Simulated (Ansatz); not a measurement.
**ClF₂H₄NSi₂: a ladder of functionals and wavefunction methods**

One table from this session's results is given with a row withheld; the runs are named, their logs left out.

Method: functionals in def2-TZVPP, the program's frozen cores in correlated methods; program: Ansatz 0.2.0, Gaussian basis.

The runs, in order: PBE-D4, r2SCAN-D4, PBE0-D4, B3LYP-D4, ωB97X-V, ωB97M-V, B2PLYP; CCSD(T)/def2-TZVPP; MP2/def2-QZVPP; extrapolation to the limit.

### The geometry

The geometry comes from an earlier relaxation with PBE0-D4 in a triple-zeta def2 set; it is a stationary point, not always the lowest conformer.

SMILES `F[SiH](F)N[SiH2]Cl`, 10 atoms, charge 0, spin multiplicity 1.

Atoms are counted from 1 here; the program's logs count them from 0.

Bond lengths: F1–Si2 1.584 Å, Si2–F3 1.583 Å, Si2–N4 1.700 Å, Si2–H7 1.470 Å, N4–Si5 1.722 Å, N4–H8 1.012 Å, Si5–Cl6 2.055 Å, Si5–H9 1.475 Å, Si5–H10 1.478 Å. Angles: F1–Si2–F3 108.4°, F1–Si2–N4 111.0°, F1–Si2–H7 106.6°, F3–Si2–N4 106.9°, F3–Si2–H7 109.3°, N4–Si2–H7 114.5°, Si2–N4–Si5 129.4°, Si2–N4–H8 115.4°, Si5–N4–H8 114.6°, N4–Si5–Cl6 112.6°, N4–Si5–H9 109.1°, N4–Si5–H10 108.1°, Cl6–Si5–H9 107.4°, Cl6–Si5–H10 106.7°, H9–Si5–H10 113.1°.

Geometry (Å):

```
F    -0.6065   -2.5885    0.2901
Si    0.4997   -1.4593    0.1821
F     0.8828   -0.9930    1.6456
N    -0.1017   -0.0917   -0.6296
Si   -0.3172    1.5159   -0.0500
Cl   -2.1169    1.7737    0.9089
H     1.6717   -2.0780   -0.4533
H    -0.5126   -0.2712   -1.5368
H     0.7485    1.8260    0.9209
H    -0.3226    2.4268   -1.2145
```

The first run:

in.yaml

```yaml
crystal:
  periodic: [false, false, false]
  atoms:
    - {symbol: F, position_ang: [-0.606488, -2.588485, 0.290118]}
    - {symbol: Si, position_ang: [0.499690, -1.459344, 0.182129]}
    - {symbol: F, position_ang: [0.882777, -0.992988, 1.645614]}
    - {symbol: N, position_ang: [-0.101675, -0.091695, -0.629586]}
    - {symbol: Si, position_ang: [-0.317153, 1.515950, -0.050003]}
    - {symbol: Cl, position_ang: [-2.116890, 1.773677, 0.908875]}
    - {symbol: H, position_ang: [1.671709, -2.078038, -0.453307]}
    - {symbol: H, position_ang: [-0.512636, -0.271232, -1.536833]}
    - {symbol: H, position_ang: [0.748530, 1.826016, 0.920862]}
    - {symbol: H, position_ang: [-0.322564, 2.426840, -1.214469]}
basis:
  gaussian: {orbitals: def2-TZVPP}
hamiltonian: {xc: pbe, dispersion: d4}
output: {forces: true, orbitals: {seedname: orbitals}}
```

On the command line:

```
$ ansatz run in.yaml --threads 4 --pin off --events-out ev --progress --plain --max-ram 10444MiB
```

Steps of the session up to this table: PBE-D4 (GGA); r2SCAN-D4 (meta-GGA); PBE0-D4 (hybrid); B3LYP-D4 (hybrid); ωB97X-V (range-separated); ωB97M-V (range-separated); B2PLYP (double hybrid); CCSD(T) in def2-TZVPP; MP2 in def2-QZVPP.

One table of the session follows, with a row left open; its other results are not shown here.

| method | atomisation energy (eV) |
| --- | --- |
| PBE-D4 | 38.576 |
| r2SCAN-D4 | 38.404 |
| PBE0-D4 | ? |
| B3LYP-D4 | 38.223 |
| ωB97X-V | 38.688 |
| ωB97M-V | 38.617 |
| B2PLYP | 37.959 |
| HF/def2-TZVPP | 28.354 |
| MP2/def2-TZVPP | 38.392 |
| CCSD/def2-TZVPP | 36.814 |
| CCSD(T)/def2-TZVPP | 37.359 |
| MP2/CBS | 39.692 |
| CCSD(T)/CBS | 38.659 |

**Question.** Estimate the row for PBE0-D4.

**Answer.** atomisation energy (eV): 37.954. In the column «atomisation energy (eV)» it lies between CCSD(T)/def2-TZVPP (37.359) and B2PLYP (37.959).

Caveats from the session: Free atoms (2 F, 2 Si, 1 N, 1 Cl, 4 H) were run apart at each level; the atomisation energy is their sum less the molecule, without zero-point or spin-orbit terms.
